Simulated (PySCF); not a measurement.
# CuH12P4 ([Cu(PH3)4]3+): the cost of one run

Programs: PySCF 2.14.0, with routines of our own; each step states its level. All values are computed. Atoms count from 0.

## (1) The system as given

17 atoms, charge 3, states of the metal's open shell are computed; geometry from: model start, shaken.

## (2) Relaxing the molecule at PBE0-D3(BJ)/def2-SVP

What the job is given:

```
{"job": {"xc": "PBE0", "basis": "def2-SVP", "d3": "d3bj", "grid": 1, "maxiter": 45, "solvent": "water", "kind": "geom"}, "charge": 3, "metal": "Cu", "open_shell": "d8"}
Cu     0.000020     0.004480    -0.004110
P      2.166640    -0.006820    -0.014870
H      2.869330     1.262060    -0.007380
H      2.859120    -0.613630     1.080920
H      2.870010    -0.634940    -1.076010
P     -2.169570    -0.020160    -0.006860
H     -2.896950    -1.261300    -0.027630
H     -2.871960     0.601970     1.079640
H     -2.866080     0.618180    -1.113320
P     -0.008080     2.179270     0.001700
H     -0.022950     2.861260     1.227280
H      1.063440     2.884340    -0.633090
H     -1.076060     2.881700    -0.629730
P     -0.001680    -2.178340     0.000960
H     -0.018380    -2.867290    -1.221580
H      1.052360    -2.855540     0.622770
H     -1.085190    -2.838420     0.632410
```

Run with:

```
$ OMP_NUM_THREADS=1 python lf_run.py task.json out
```

One launch serves the whole session: the jobs run in the order shown.

**Question.** How long does this first job take on 1 thread of Arm Neoverse V2, shared host, and how much memory does it need?

About 8.4 min, with a peak of 1.4 GiB.
